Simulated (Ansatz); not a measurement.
# AlGaHS (quartet): from Hartree-Fock to the top rungs, cc-pVDZ

How much of the correlation energy of AlGaHS (quartet) does each wave-function method recover here?

Method: cc-pVDZ, core rule «outside noble gas», up to 24 orbitals frozen; program: Ansatz 0.2.0, Gaussian basis.

To be run: UHF; CCSD(T) on ROHF; CCSD(T) on UHF; BCCD(T) on ROHF; CISD as a restricted active space (open shells left free, so some higher excitations enter); CCSDT(Q) on ROHF; CCSDT(Q) on UHF.

24 further runs of the same task are left out: 1 for a known fault of the program, 11 that didn't finish, 12 set aside as unsound or not needed. Runs told in other sessions of the task aren't counted.

## Step 1: The geometry

The geometry is a PBE0/def2-TZVP stationary point (not a proven minimum). No spin-orbit coupling is included. The filled d shell of Ga may be among the frozen orbitals whatever the setting's name suggests.

4 atoms, charge 0, spin multiplicity 4.

Atoms are counted from 1 here; the program's logs count them from 0.

Bond lengths: Al1–Ga2 2.388 Å, Al1–H4 1.591 Å, Ga2–S3 2.231 Å. Angles: Ga2–Al1–H4 125.8°, Al1–Ga2–S3 161.3°.

Geometry (Å):

```xyz
4
AlGaHS
Al    0.0000    0.2721    2.3784
Ga    0.0000   -0.1638    0.0304
S     0.0000    0.1532   -2.1783
H     0.0000   -0.8269    3.5288
```

## Step 2: UHF

The input, in.yaml:

```yaml
crystal:
  periodic: [false, false, false]
  atoms:
    - {symbol: Al, position_ang: [0.000000, 0.272123, 2.378415]}
    - {symbol: Ga, position_ang: [0.000000, -0.163830, 0.030369]}
    - {symbol: S, position_ang: [0.000000, 0.153246, -2.178311]}
    - {symbol: H, position_ang: [0.000000, -0.826862, 3.528768]}
basis:
  gaussian: {orbitals: cc-pVDZ}
magnetization: {spin_polarized: true, initial_magnetization: 3}
hamiltonian: {xc: hf}
output: {orbitals: {seedname: orbitals}}
```

Launch:

```
$ ansatz run in.yaml --threads 1 --pin off --events-out ev --progress --plain --max-ram 2393MiB
```

Further steps of the session: CCSD(T) on ROHF; CCSD(T) on UHF; BCCD(T) on ROHF; CISD as a restricted active space (open shells left free, so some higher excitations enter); CCSDT(Q) on ROHF; CCSDT(Q) on UHF.

Before running them: what should the planned runs give, taken together? Wanted: UCCSDT(Q) from the RHF energy; RMP2 from UCCSDT(Q); UMP2 from UCCSDT(Q); RCCSD from UCCSDT(Q); RCCSD(T) from UCCSDT(Q); UCCSD(T) from UCCSDT(Q); RCCSDT(Q) from UCCSDT(Q); T1 diagnostic.

As calculated:

| quantity | value |
| --- | --- |
| UCCSDT(Q) from the ROHF energy | -6.7821 eV |
| RMP2 from UCCSDT(Q) | +131.2 kJ/mol |
| UMP2 from UCCSDT(Q) | +133.3 kJ/mol |
| RCCSD from UCCSDT(Q) | +27.7 kJ/mol |
| RCCSD(T) from UCCSDT(Q) | +6.9 kJ/mol |
| UCCSD(T) from UCCSDT(Q) | +6.7 kJ/mol |
| RCCSDT(Q) from UCCSDT(Q) | +0.4 kJ/mol |
| levels within 1 kcal/mol (43 meV) | RCCSDT, UCCSDT, RCCSDT(Q) |
| T1 diagnostic | 0.030 |

In words: RCCSD(T) misses by +6.9 kJ/mol, 1.1 % of the correlation energy. These misses are within one basis, not against nature; the frozen cores of restricted and unrestricted runs differ, which can shift their rows.
